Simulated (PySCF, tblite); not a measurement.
# C₅H₁₃NO₂Si: geometry, infrared bands and NMR shifts

Wanted: the infrared bands and NMR shifts of C₅H₁₃NO₂Si (`CNC(=O)CCC[SiH2]O`), by calculation.

Computed with tblite 0.8.0 and PySCF 2.14.0, with density-fitted response routines of our own, on a single molecule in the gas phase. Atoms are numbered from 0 throughout.

## Step 1: The starting structure

22 atoms, charge 0, multiplicity 1; geometry from: force field or distance geometry start.

Bonds of the start (Å): C0–N1 1.43, N1–C2 1.38, C2–O3 1.23, C2–C4 1.52, C4–C5 1.53, C5–C6 1.54, C6–Si7 1.87, Si7–O8 1.65, C0–H9 1.11, C0–H10 1.08, C0–H11 1.09, N1–H12 1.03, C4–H13 1.09, C4–H14 1.10, C5–H15 1.08, C5–H16 1.09, C6–H17 1.10, C6–H18 1.10, Si7–H19 1.48, Si7–H20 1.47, O8–H21 0.99.

## Step 2: Optimising the geometry with GFN2-xTB

Job settings and geometry (Å):

```
{"job": {"kind": "relax", "xc": "GFN2-xTB", "basis": "xTB"}, "charge": 0, "multiplicity": 1}
C     -2.166700     2.594900     0.251100
N     -1.965500     1.219500     0.583700
C     -1.021300     0.448000    -0.072200
O     -0.343300     0.893300    -1.002500
C     -0.950400    -0.974000     0.447900
C      0.143900    -1.831300    -0.200300
C      1.530000    -1.696000     0.462500
Si     2.726200    -0.407500    -0.186800
O      2.162800     1.137100    -0.035300
H     -2.960800     3.001500     0.903400
H     -1.247500     3.151400     0.394500
H     -2.486000     2.665100    -0.793400
H     -2.503700     0.807700     1.356900
H     -0.839600    -0.955900     1.528700
H     -1.923200    -1.425700     0.219800
H      0.204100    -1.658300    -1.267000
H     -0.162500    -2.872700    -0.065500
H      1.411500    -1.566700     1.547400
H      2.042000    -2.658200     0.347900
H      2.989400    -0.670300    -1.618700
H      3.998800    -0.516000     0.547600
H      1.351400     1.333400    -0.558900
```

Launch:

```bash
$ OMP_NUM_THREADS=1 python probes_run.py task.json out
```

The driver reads the jobs from task.json and runs them one after another.

**Question.** This job is followed by: GFN2-xTB harmonic vibrations, gas phase; GIAO PBE0/pcSseg-1 NMR shielding, non-relativistic, gas phase. Predict these results of the whole session: strongest single infrared mode (GFN2-xTB); zero-point energy (GFN2-xTB); 13C shifts against TMS (PBE0/pcSseg-1); 1H shifts against TMS (PBE0/pcSseg-1, means over atoms taken as alike); 15N shifts against NH3 (PBE0/pcSseg-1); 17O shifts against H2O (PBE0/pcSseg-1); 29Si shifts against TMS (PBE0/pcSseg-1); surface potential, 1st and 99th percentile.

**Answer**, as computed:

```
                                                              quantity                                         value
                             strongest single infrared mode (GFN2-xTB)                         1703 cm⁻¹, 435 km/mol
                                          zero-point energy (GFN2-xTB)                                111.0 kcal/mol
                                13C shifts against TMS (PBE0/pcSseg-1)             178.8, 44.3, 27.0, 22.6, 16.4 ppm
1H shifts against TMS (PBE0/pcSseg-1, means over atoms taken as alike)  5.11, 4.85, 4.09, 3.20, 2.02, 1.97, 0.41 ppm
                                15N shifts against NH3 (PBE0/pcSseg-1)                                     137.2 ppm
                                17O shifts against H2O (PBE0/pcSseg-1)                               357.9, 23.5 ppm
                               29Si shifts against TMS (PBE0/pcSseg-1)                                     -24.5 ppm
                                 surface potential, 1st and 99th percentile                            -1.83 V and 2.16 V
```

In words: The optimisation took 190 steps and gained 0.251 eV; among the close pairs (by a distance rule), C6–Si7 changed most, from 1.874 to 1.913 Å. The lowest mode is slightly imaginary (13i cm⁻¹), a soft motion within the noise of the Hessian, so the minimum is not strictly shown. The strongest single mode, at 1703 cm⁻¹, moves mainly C2. GFN2-xTB is a fitted tight-binding method: band positions and strengths are rough. Its intensities can rank the bands wrongly. The most deshielded carbon is C2 (amide carbonyl carbon), at 178.8 ppm: it is a carbonyl in resonance with an O or N lone pair, the region of acids, esters and amides. At PBE0/pcSseg-1: The widest tensor belongs to O3: span 698 ppm, with a paramagnetic part of -427 ppm.
